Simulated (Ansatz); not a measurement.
# Si3Ge13: levels at named points

An exercise on one series of results from a longer session: the logs are not shown, and one member is left open.

Method: DFT PBEsol, scalar-relativistic, plane waves, PAW, in Ansatz 0.2.0.

That is the level of the relaxation; later steps name their own.

## The system as given

It takes space group Cm (No. 8, monoclinic). The conventional cell has a = 13.753 Å, b = 7.940 Å, c = 7.940 Å, α = 90.00°, β = 125.26°, γ = 90.00°. Si (site symmetry m) has 4 Ge at 2.43 Å as nearest neighbours. Around Si (site symmetry m) lie 3 Ge at 2.43 Å and 1 Si at 2.43 Å. Ge (site symmetry 1) is surrounded by 3 Ge at 2.43 Å and 1 Si at 2.43 Å. Ge (site symmetry 1) has 4 Ge at 2.43 Å as nearest neighbours. Ge (site symmetry m) has 4 Ge at 2.43 Å as nearest neighbours. Ge (site symmetry m) has 1 Si at 2.43 Å and 3 Ge at 2.43 Å as nearest neighbours. Around Ge (site symmetry 1) lie 2 Si at 2.43 Å and 2 Ge at 2.43 Å. Only part of the 12 independent sites is listed.

Coordinates:

```
Si Ge
1.0
     0.00000    5.61456   -5.61456
     5.61456    5.61456    0.00000
     5.61456    0.00000   -5.61456
Si Ge
3 13
Direct
  0.50000 0.00000 0.50000
  0.50000 0.50000 0.50000
  0.87500 0.37500 0.37500
  0.00000 0.00000 0.50000
  0.00000 0.50000 0.50000
  0.50000 0.00000 0.00000
  0.50000 0.50000 0.00000
  0.00000 0.00000 0.00000
  0.00000 0.50000 0.00000
  0.37500 0.37500 0.37500
  0.37500 0.87500 0.37500
  0.87500 0.87500 0.37500
  0.37500 0.37500 0.87500
  0.37500 0.87500 0.87500
  0.87500 0.37500 0.87500
  0.87500 0.87500 0.87500
```

Set-up of the first run:

(A quick probe on a coarse mesh, which set the mesh and smearing, is not shown.)

File input.yaml:

```yaml
crystal:
  lattice:
    - [0.0, 5.61456375, -5.61456375]
    - [5.61456375, 5.61456375, 0.0]
    - [5.61456375, 0.0, -5.61456375]
  atoms:
    - { symbol: Si, position: [0.5, 0.0, 0.5] }
    - { symbol: Si, position: [0.5, 0.5, 0.5] }
    - { symbol: Ge, position: [0.0, 0.0, 0.5] }
    - { symbol: Ge, position: [0.0, 0.5, 0.5] }
    - { symbol: Ge, position: [0.5, 0.0, 0.0] }
    - { symbol: Ge, position: [0.5, 0.5, 0.0] }
    - { symbol: Ge, position: [0.0, 0.0, 0.0] }
    - { symbol: Ge, position: [0.0, 0.5, 0.0] }
    - { symbol: Ge, position: [0.375, 0.375, 0.375] }
    - { symbol: Ge, position: [0.375, 0.875, 0.375] }
    - { symbol: Si, position: [0.875, 0.375, 0.375] }
    - { symbol: Ge, position: [0.875, 0.875, 0.375] }
    - { symbol: Ge, position: [0.375, 0.375, 0.875] }
    - { symbol: Ge, position: [0.375, 0.875, 0.875] }
    - { symbol: Ge, position: [0.875, 0.375, 0.875] }
    - { symbol: Ge, position: [0.875, 0.875, 0.875] }
basis:
  ecutwfc: 420
kpoints:
  mp_grid: { grid: [6, 6, 6] }
hamiltonian:
  xc: pbesol
scf:
  occupations: { method: gaussian, width: 0.01 }
output:
  forces: true
  stress: true
  eigenvalues: true
  write_density: true
  write_potential: true
  elf: true
  volumetric_format: npy
relax:
  adjacent_minimum: "off"
  f_tol: 0.005
  max_steps: 80
  cell: { stress_tol: 0.05 }
```

Launch:

```console
ansatz run input.yaml --threads 4 --pin off --max-ram 10240MiB --backend cpu --events-out ev --progress --plain --runs-dir out
```

Steps of the session up to this table: Full relaxation; Band edges over the whole zone; Levels with PBEsol; Levels with PBEsol on the hybrid's mesh; Levels with HSE06; Levels with PBEsol, spin-orbit coupling; The run at r2SCAN.

One table of the session follows, with a row left open; its other results are not shown here.

| level | gap (eV) | least direct gap (eV) |
| --- | --- | --- |
| PBEsol | 0.14 | 0.14 |
| PBEsol on the hybrid's mesh | 0.14 | 0.14 |
| HSE06 | 0.81 | 0.81 |
| PBEsol, spin-orbit coupling | ? | ? |
| r2SCAN | 0.46 | 0.46 |

Estimate the missing values for PBEsol, spin-orbit coupling.

The run gave: gap (eV): 0.07; least direct gap (eV): 0.07. In the column «gap (eV)» it is the lowest.

Gaps are by band count over the mesh and the named points; a gap of 0 means that the bands overlap or touch.
